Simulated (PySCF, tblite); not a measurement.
# C5H5N2P: infrared bands and NMR shifts

What infrared bands and NMR shifts should C5H5N2P (`Cn1cpc(C#N)c1`) show?

Computed with tblite 0.8.0 and PySCF 2.14.0, with density-fitted response routines of our own, on a single molecule in the gas phase. Atoms are numbered from 0 throughout.

**1. The starting structure**

13 atoms, charge 0, multiplicity 1; geometry from: GFN2-xTB.

Bonds of the start (Å): C0–N1 1.44, N1–C2 1.35, C2–P3 1.72, P3–C4 1.78, C4–C5 1.40, C5–N6 1.15, C4–C7 1.38, C7–N1 1.35, C0–H8 1.09, C0–H9 1.09, C0–H10 1.09, C2–H11 1.08, C7–H12 1.08.

**2. Harmonic vibrations with GFN2-xTB**

What the job is given:

```
{"job": {"kind": "ir", "xc": "GFN2-xTB", "basis": "xTB"}, "charge": 0, "multiplicity": 1}
C     -1.865796    -0.593206    -0.290927
N     -0.616637     0.049067     0.021409
C     -0.527843     1.307063     0.516123
P      1.074412     1.867687     0.763308
C      1.638356     0.295347     0.150156
C      2.981520    -0.077158     0.038756
N      4.086379    -0.377825    -0.046892
C      0.583474    -0.520774    -0.190024
H     -1.783175    -1.667171    -0.126046
H     -2.138141    -0.418608    -1.335401
H     -2.653546    -0.194002     0.346355
H     -1.434299     1.849301     0.719736
H      0.650908    -1.519237    -0.584280
```

**Question.** This job is followed by: GIAO PBE0/pcSseg-1 NMR shielding, non-relativistic, gas phase. Predict these results of the whole session: strongest single infrared mode (GFN2-xTB); zero-point energy (GFN2-xTB); ¹³C shifts against TMS (PBE0/pcSseg-1); ¹H shifts against TMS (PBE0/pcSseg-1, means over atoms taken as alike); ¹⁵N shifts against NH3 (PBE0/pcSseg-1); ³¹P shifts against H3PO4 (PBE0/pcSseg-1).

The runs gave:

| quantity | value |
| --- | --- |
| strongest single infrared mode (GFN2-xTB) | 2362 cm⁻¹, 340 km/mol |
| zero-point energy (GFN2-xTB) | 57.1 kcal/mol |
| ¹³C shifts against TMS (PBE0/pcSseg-1) | 162.2, 142.9, 123.2, 121.3, 40.2 ppm |
| ¹H shifts against TMS (PBE0/pcSseg-1, means over atoms taken as alike) | 7.92, 7.70, 3.95 ppm |
| ¹⁵N shifts against NH3 (PBE0/pcSseg-1) | 321.4, 199.3 ppm |
| ³¹P shifts against H3PO4 (PBE0/pcSseg-1) | 158.8 ppm |

**Reading.** No mode is imaginary among the 33: a minimum at this level. The strongest single mode, at 2362 cm⁻¹, moves mainly C5 and N6. Unscaled tight-binding wavenumbers are off by several per cent, some by more. Its intensities can rank the bands wrongly. At PBE0/pcSseg-1: The largest span, 467 ppm, is at P3, where the paramagnetic term is -807 ppm. NICS(1)zz of -27 ppm above the planar ring from N1 marks a diatropic (aromatic) ring current.
